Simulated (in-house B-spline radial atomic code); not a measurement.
# Kr³⁺ in a hard spherical wall

Aim: energy and levels of Kr³⁺ squeezed by an impenetrable sphere of shrinking radius. More than one configuration is followed.

Method: scalar-relativistic (spin-free one-electron X2C) Hartree-Fock, spin-polarised, average of configuration, Fermi nucleus, basis-set limit. Code: in-house B-spline radial atomic code version 1.

## (1) Starting point

| Quantity | Value |
| --- | --- |
| element | krypton (Z = 36) |
| charge | +3 |
| electrons | 33 |
| configuration | [Ar] 3d10 4s2 4p3 |
| Hamiltonian | scalar-relativistic (X2C) |
| nucleus | Fermi, rms radius 4.188 fm |

The outer shells:

[Ar] 3d10 4s2 4p3
```
[Ar] core
3d [↑↓][↑↓][↑↓][↑↓][↑↓]
4s [↑↓]
4p [↑ ][↑ ][↑ ]
```

Where spins are not typed, each open shell is filled with up spins first.

Settings, as recorded:

```ini
Z = 36
electrons = 33.0
configuration = [Ar] 3d10 4s2 4p3
hamiltonian = x2c
method = hf
spin_polarised = True
nucleus = fermi
rms_radius = 4.1884
mass_number = 84
atomic_mass = 83.91149772708
speed_of_light = 137.035999084
```

From the earlier run of the reference: total energy -2785.680365 hartree. Levels, eight at most:

```tsv
orbital	occupation	energy (eV)	<r> (bohr)
3s down	1	-345.01	0.5268
3p up	3	-269.62	0.5373
3p down	3	-268.23	0.5382
3d up	5	-142.46	0.5521
3d down	5	-141.75	0.5488
4s up	1	-71.499	1.482
4s down	1	-60.831	1.488
4p up	3	-51.170	1.664
```

## (2) Wall at 4.68 bohr, configuration [Ar] 3d10 4s2 4p3

Settings: those of step 1 with these lines changed.

```diff
@@ -11 +11,2 @@
 speed_of_light = 137.035999084
+wall_radius = 4.68
```

From the run's result record (rounded, not every field):

```text
status: converged
iterations: 10
energy [hartree]: {"total": -2785.67702849, "kinetic": 2861.88074964, "nuclear": -6687.04581027, "coulomb": 1134.02722363, "exact_exchange": -94.5391914796}
orbitals [hartree, bohr; first row names the columns]:
  - ["name", "occ", "eps", "<r>"]
  - ["1s up", 1.0, -530.88379, 0.041041]
  - ["1s down", 1.0, -530.86231, 0.04104]
  - ["2s up", 1.0, -73.545431, 0.18264]
  - ["2s down", 1.0, -73.53321, 0.18262]
  - ["2p up", 3.0, -65.017791, 0.15991]
  - ["2p down", 3.0, -64.992876, 0.15995]
  - ["3s up", 1.0, -12.712587, 0.52667]
  - ["3s down", 1.0, -12.674566, 0.52678]
  - ["3p up", 3.0, -9.9043205, 0.53729]
  - ["3p down", 3.0, -9.8529843, 0.53824]
  - ["3d up", 5.0, -5.2312757, 0.55218]
  - ["3d down", 5.0, -5.2050285, 0.54879]
  - ["4s up", 1.0, -2.6255265, 1.4811]
  - ["4s down", 1.0, -2.2323972, 1.4873]
  - ["4p up", 3.0, -1.8779138, 1.6579]
sum_r [bohr^k]: {"-1": 187.7731, "1": 19.13396, "2": 20.92568}
energy_minus_base [hartree]: 0.00333657263
```

Wall time 0.14 s (1 thread, shared host).

energy_minus_base is the energy less that of the reference run.

## (3) Wall at 3.19 bohr, configuration [Ar] 3d10 4s2 4p3

Settings: those of step 2 with these lines changed.

```diff
@@ -11,2 +11,2 @@
 speed_of_light = 137.035999084
-wall_radius = 4.68
+wall_radius = 3.19
```

Results of the run:

```text
status: converged
iterations: 10
energy [hartree]: {"total": -2785.46616387, "kinetic": 2863.43925244, "nuclear": -6691.88341769, "coulomb": 1137.66338776, "exact_exchange": -94.6853863728}
orbitals [hartree, bohr; first row names the columns]:
  - ["name", "occ", "eps", "<r>"]
  - ["1s up", 1.0, -530.75445, 0.041041]
  - ["1s down", 1.0, -530.73041, 0.04104]
  - ["2s up", 1.0, -73.424849, 0.18264]
  - ["2s down", 1.0, -73.411165, 0.18262]
  - ["2p up", 3.0, -64.896753, 0.15991]
  - ["2p down", 3.0, -64.868893, 0.15995]
  - ["3s up", 1.0, -12.603174, 0.52678]
  - ["3s down", 1.0, -12.560707, 0.5269]
  - ["3p up", 3.0, -9.7956852, 0.53745]
  - ["3p down", 3.0, -9.7383894, 0.53851]
  - ["3d up", 5.0, -5.1200641, 0.55331]
  - ["3d down", 5.0, -5.0907245, 0.54953]
  - ["4s up", 1.0, -2.5602611, 1.4395]
  - ["4s down", 1.0, -2.141303, 1.4422]
  - ["4p up", 3.0, -1.7829123, 1.5534]
sum_r [bohr^k]: {"-1": 187.9076, "1": 18.74457, "2": 19.28274}
energy_minus_base [hartree]: 0.21420119
```

Run time: 0.14 s. Hardware: 1 thread, shared host.

## (4) Wall at 1.62 bohr, configuration [Ar] 3d10 4s2 4p3

Settings: those of step 3 with these lines changed.

```diff
@@ -11,2 +11,2 @@
 speed_of_light = 137.035999084
-wall_radius = 3.19
+wall_radius = 1.62
```

Results of the run:

```text
status: converged
iterations: 9
energy [hartree]: {"total": -2772.67288007, "kinetic": 2910.40061528, "nuclear": -6775.91116311, "coulomb": 1189.94113062, "exact_exchange": -97.103462857}
orbitals [hartree, bohr; first row names the columns]:
  - ["name", "occ", "eps", "<r>"]
  - ["1s up", 1.0, -528.5928, 0.041048]
  - ["1s down", 1.0, -528.5055, 0.041043]
  - ["2s up", 1.0, -71.538742, 0.18282]
  - ["2s down", 1.0, -71.48298, 0.18273]
  - ["2p up", 3.0, -62.982199, 0.16004]
  - ["2p down", 3.0, -62.876925, 0.16018]
  - ["3s up", 1.0, -11.152017, 0.53009]
  - ["3s down", 1.0, -11.014867, 0.53073]
  - ["3p up", 3.0, -8.3449264, 0.54113]
  - ["3p down", 3.0, -8.1646016, 0.54488]
  - ["3d up", 5.0, -3.5891255, 0.55502]
  - ["3d down", 5.0, -3.4932679, 0.55162]
  - ["4s up", 1.0, 0.085374113, 0.98454]
  - ["4s down", 1.0, 0.7144761, 0.98506]
  - ["4p up", 3.0, 1.3899226, 0.98086]
sum_r [bohr^k]: {"-1": 190.2477, "1": 16.17257, "2": 11.99988}
energy_minus_base [hartree]: 13.007485
```

Run time: 0.12 s. Hardware: 1 thread, shared host.

## (5) Wall at 4.68 bohr, configuration [Ar] 3d10 4s1 4p4

Settings, as recorded:

```ini
Z = 36
electrons = 33.0
configuration = [Ar] 3d10 4s1 4p4
hamiltonian = x2c
method = hf
spin_polarised = True
nucleus = fermi
rms_radius = 4.1884
mass_number = 84
atomic_mass = 83.91149772708
speed_of_light = 137.035999084
wall_radius = 4.68
```

Results of the run:

```text
status: converged
iterations: 10
energy [hartree]: {"total": -2785.10552822, "kinetic": 2861.2427283, "nuclear": -6684.1332765, "coulomb": 1132.00905526, "exact_exchange": -94.2240352745}
orbitals [hartree, bohr; first row names the columns]:
  - ["name", "occ", "eps", "<r>"]
  - ["1s up", 1.0, -530.94391, 0.041041]
  - ["1s down", 1.0, -530.91445, 0.041041]
  - ["2s up", 1.0, -73.604147, 0.18264]
  - ["2s down", 1.0, -73.578035, 0.18266]
  - ["2p up", 3.0, -65.075476, 0.15991]
  - ["2p down", 3.0, -65.051028, 0.15994]
  - ["3s up", 1.0, -12.773049, 0.52662]
  - ["3s down", 1.0, -12.706638, 0.52777]
  - ["3p up", 3.0, -9.9644069, 0.53721]
  - ["3p down", 3.0, -9.9115365, 0.53756]
  - ["3d up", 5.0, -5.2902633, 0.55191]
  - ["3d down", 5.0, -5.261304, 0.54804]
  - ["4s up", 1.0, -2.6630766, 1.4708]
  - ["4p up", 3.0, -1.9073308, 1.6433]
  - ["4p down", 1.0, -1.6500377, 1.7072]
sum_r [bohr^k]: {"-1": 187.6903, "1": 19.29322, "2": 21.52137}
energy_minus_base [hartree]: 0.574836843
```

Run time: 0.16 s. Hardware: 1 thread, shared host.

## (6) Wall at 3.19 bohr, configuration [Ar] 3d10 4s1 4p4

Settings: those of step 5 with these lines changed.

```diff
@@ -11,2 +11,2 @@
 speed_of_light = 137.035999084
-wall_radius = 4.68
+wall_radius = 3.19
```

Results of the run:

```text
status: converged
iterations: 10
energy [hartree]: {"total": -2784.86171957, "kinetic": 2862.96759727, "nuclear": -6689.57600665, "coulomb": 1136.10409639, "exact_exchange": -94.3574065867}
orbitals [hartree, bohr; first row names the columns]:
  - ["name", "occ", "eps", "<r>"]
  - ["1s up", 1.0, -530.79646, 0.041041]
  - ["1s down", 1.0, -530.76526, 0.041041]
  - ["2s up", 1.0, -73.466861, 0.18264]
  - ["2s down", 1.0, -73.439478, 0.18266]
  - ["2p up", 3.0, -64.937381, 0.15992]
  - ["2p down", 3.0, -64.911253, 0.15995]
  - ["3s up", 1.0, -12.647686, 0.52676]
  - ["3s down", 1.0, -12.577718, 0.52795]
  - ["3p up", 3.0, -9.8398246, 0.53741]
  - ["3p down", 3.0, -9.7833788, 0.53785]
  - ["3d up", 5.0, -5.1634487, 0.55309]
  - ["3d down", 5.0, -5.1325744, 0.54892]
  - ["4s up", 1.0, -2.585354, 1.4339]
  - ["4p up", 3.0, -1.8032066, 1.5473]
  - ["4p down", 1.0, -1.5309655, 1.5722]
sum_r [bohr^k]: {"-1": 187.8415, "1": 18.84542, "2": 19.61703}
energy_minus_base [hartree]: 0.818645485
```

It took 0.15 s on 1 thread, shared host.

## (7) Wall at 1.62 bohr, configuration [Ar] 3d10 4s1 4p4

Settings: those of step 6 with these lines changed.

```diff
@@ -11,2 +11,2 @@
 speed_of_light = 137.035999084
-wall_radius = 3.19
+wall_radius = 1.62
```

Results of the run:

```text
status: converged
iterations: 9
energy [hartree]: {"total": -2771.58726509, "kinetic": 2910.2879823, "nuclear": -6775.15795074, "coulomb": 1189.90959612, "exact_exchange": -96.6268927779}
orbitals [hartree, bohr; first row names the columns]:
  - ["name", "occ", "eps", "<r>"]
  - ["1s up", 1.0, -528.54973, 0.041047]
  - ["1s down", 1.0, -528.45067, 0.041046]
  - ["2s up", 1.0, -71.513473, 0.18283]
  - ["2s down", 1.0, -71.424999, 0.18287]
  - ["2p up", 3.0, -62.949905, 0.16006]
  - ["2p down", 3.0, -62.858629, 0.16017]
  - ["3s up", 1.0, -11.145673, 0.53032]
  - ["3s down", 1.0, -10.952546, 0.53354]
  - ["3p up", 3.0, -8.337944, 0.54145]
  - ["3p down", 3.0, -8.1728376, 0.5446]
  - ["3d up", 5.0, -3.5822543, 0.55558]
  - ["3d down", 5.0, -3.4904769, 0.55169]
  - ["4s up", 1.0, 0.084923179, 0.98447]
  - ["4p up", 3.0, 1.3903841, 0.98074]
  - ["4p down", 1.0, 1.7980534, 0.97905]
sum_r [bohr^k]: {"-1": 190.221, "1": 16.17257, "2": 12.0083}
energy_minus_base [hartree]: 14.0931
```

Run time: 0.14 s. Hardware: 1 thread, shared host.

## (8) Wall at 4.68 bohr, configuration [Ar] 3d10 4s2 4p2 4d1

Settings, as recorded:

```ini
Z = 36
electrons = 33.0
configuration = [Ar] 3d10 4s2 4p2 4d1
hamiltonian = x2c
method = hf
spin_polarised = True
nucleus = fermi
rms_radius = 4.1884
mass_number = 84
atomic_mass = 83.91149772708
speed_of_light = 137.035999084
wall_radius = 4.68
```

Results of the run:

```text
status: converged
iterations: 10
energy [hartree]: {"total": -2784.83080867, "kinetic": 2861.14377775, "nuclear": -6682.02048113, "coulomb": 1129.92222133, "exact_exchange": -93.8763266154}
orbitals [hartree, bohr; first row names the columns]:
  - ["name", "occ", "eps", "<r>"]
  - ["1s up", 1.0, -531.01616, 0.04104]
  - ["1s down", 1.0, -531.00176, 0.041039]
  - ["2s up", 1.0, -73.663572, 0.18263]
  - ["2s down", 1.0, -73.649839, 0.18261]
  - ["2p up", 3.0, -65.134873, 0.15992]
  - ["2p down", 3.0, -65.112494, 0.15994]
  - ["3s up", 1.0, -12.820772, 0.5266]
  - ["3s down", 1.0, -12.791343, 0.52671]
  - ["3p up", 3.0, -10.008559, 0.53793]
  - ["3p down", 3.0, -9.9691561, 0.53816]
  - ["3d up", 5.0, -5.3467419, 0.55052]
  - ["3d down", 5.0, -5.3192626, 0.54851]
  - ["4s up", 1.0, -2.6153944, 1.4729]
  - ["4s down", 1.0, -2.3140648, 1.4683]
  - ["4p up", 2.0, -1.9412193, 1.6474]
  - ["4d up", 1.0, -1.0242974, 2.1321]
sum_r [bohr^k]: {"-1": 187.6337, "1": 19.55184, "2": 22.72865}
energy_minus_base [hartree]: 0.849556394
```

Run time: 0.18 s. Hardware: 1 thread, shared host.

## (9) Wall at 3.19 bohr, configuration [Ar] 3d10 4s2 4p2 4d1

Settings: those of step 8 with these lines changed.

```diff
@@ -11,2 +11,2 @@
 speed_of_light = 137.035999084
-wall_radius = 4.68
+wall_radius = 3.19
```

Results of the run:

```text
status: converged
iterations: 9
energy [hartree]: {"total": -2784.47854653, "kinetic": 2863.09273341, "nuclear": -6688.75478306, "coulomb": 1135.19973927, "exact_exchange": -94.0162361493}
orbitals [hartree, bohr; first row names the columns]:
  - ["name", "occ", "eps", "<r>"]
  - ["1s up", 1.0, -530.83145, 0.04104]
  - ["1s down", 1.0, -530.81549, 0.041039]
  - ["2s up", 1.0, -73.485878, 0.18264]
  - ["2s down", 1.0, -73.467766, 0.18261]
  - ["2p up", 3.0, -64.956697, 0.15993]
  - ["2p down", 3.0, -64.929185, 0.15994]
  - ["3s up", 1.0, -12.657873, 0.52681]
  - ["3s down", 1.0, -12.62325, 0.52695]
  - ["3p up", 3.0, -9.8465756, 0.53836]
  - ["3p down", 3.0, -9.8007624, 0.53858]
  - ["3d up", 5.0, -5.1856168, 0.55189]
  - ["3d down", 5.0, -5.1505886, 0.54962]
  - ["4s up", 1.0, -2.5146564, 1.4377]
  - ["4s down", 1.0, -2.182795, 1.4339]
  - ["4p up", 2.0, -1.8215297, 1.5509]
  - ["4d up", 1.0, -0.79213378, 1.7487]
sum_r [bohr^k]: {"-1": 187.8208, "1": 18.92108, "2": 19.91566}
energy_minus_base [hartree]: 1.20181853
```

Run time: 0.15 s. Hardware: 1 thread, shared host.

## (10) Wall at 1.62 bohr, configuration [Ar] 3d10 4s2 4p2 4d1

Settings: those of step 9 with these lines changed.

```diff
@@ -11,2 +11,2 @@
 speed_of_light = 137.035999084
-wall_radius = 3.19
+wall_radius = 1.62
```

Results of the run:

```text
status: converged
iterations: 9
energy [hartree]: {"total": -2770.85610713, "kinetic": 2909.50699331, "nuclear": -6774.28852612, "coulomb": 1189.98609116, "exact_exchange": -96.0606654817}
orbitals [hartree, bohr; first row names the columns]:
  - ["name", "occ", "eps", "<r>"]
  - ["1s up", 1.0, -528.5971, 0.041045]
  - ["1s down", 1.0, -528.5386, 0.041041]
  - ["2s up", 1.0, -71.491795, 0.18283]
  - ["2s down", 1.0, -71.408496, 0.18271]
  - ["2p up", 3.0, -62.930958, 0.16013]
  - ["2p down", 3.0, -62.815768, 0.16013]
  - ["3s up", 1.0, -11.103566, 0.53085]
  - ["3s down", 1.0, -10.986967, 0.53129]
  - ["3p up", 3.0, -8.2865486, 0.54588]
  - ["3p down", 3.0, -8.1378651, 0.54564]
  - ["3d up", 5.0, -3.5789245, 0.55554]
  - ["3d down", 5.0, -3.4574474, 0.5534]
  - ["4s up", 1.0, 0.20843628, 0.9848]
  - ["4s down", 1.0, 0.72030864, 0.98507]
  - ["4p up", 2.0, 1.3832542, 0.97681]
  - ["4d up", 1.0, 3.195858, 0.94202]
sum_r [bohr^k]: {"-1": 190.2027, "1": 16.15537, "2": 11.98187}
energy_minus_base [hartree]: 14.8242579
```

Wall time 0.15 s (1 thread, shared host).

## (11) Results against the radius

| configuration | radius (bohr) | energy above the free system (eV) | highest level (eV) |
| --- | --- | --- | --- |
| [Ar] 3d10 4s2 4p3 | 4.68 | 0.0908 | -51.101 (4p up) |
| [Ar] 3d10 4s2 4p3 | 3.19 | 5.829 | -48.516 (4p up) |
| [Ar] 3d10 4s2 4p3 | 1.62 | 353.95 | 37.822 (4p up) |
| [Ar] 3d10 4s1 4p4 | 4.68 | 15.642 | -44.900 (4p down) |
| [Ar] 3d10 4s1 4p4 | 3.19 | 22.276 | -41.660 (4p down) |
| [Ar] 3d10 4s1 4p4 | 1.62 | 383.49 | 48.928 (4p down) |
| [Ar] 3d10 4s2 4p2 4d1 | 4.68 | 23.118 | -27.873 (4d up) |
| [Ar] 3d10 4s2 4p2 4d1 | 3.19 | 32.703 | -21.555 (4d up) |
| [Ar] 3d10 4s2 4p2 4d1 | 1.62 | 403.39 | 86.964 (4d up) |

For [Ar] 3d10 4s2 4p3 the energy above the free reference is 0.0908 eV at 4.68 bohr and 353.95 eV at 1.62 bohr. Its highest level passes zero between 3.19 and 1.62 bohr; in smaller spheres the level is positive, pushed up by confinement, and the wall keeps the electron in. Of [Ar] 3d10 4s2 4p3 and [Ar] 3d10 4s1 4p4, the first stays lower at every radius that both share. At 1.62 bohr the lowest of all 3 is [Ar] 3d10 4s2 4p3. A hard wall is a crude model of an atom's surroundings.
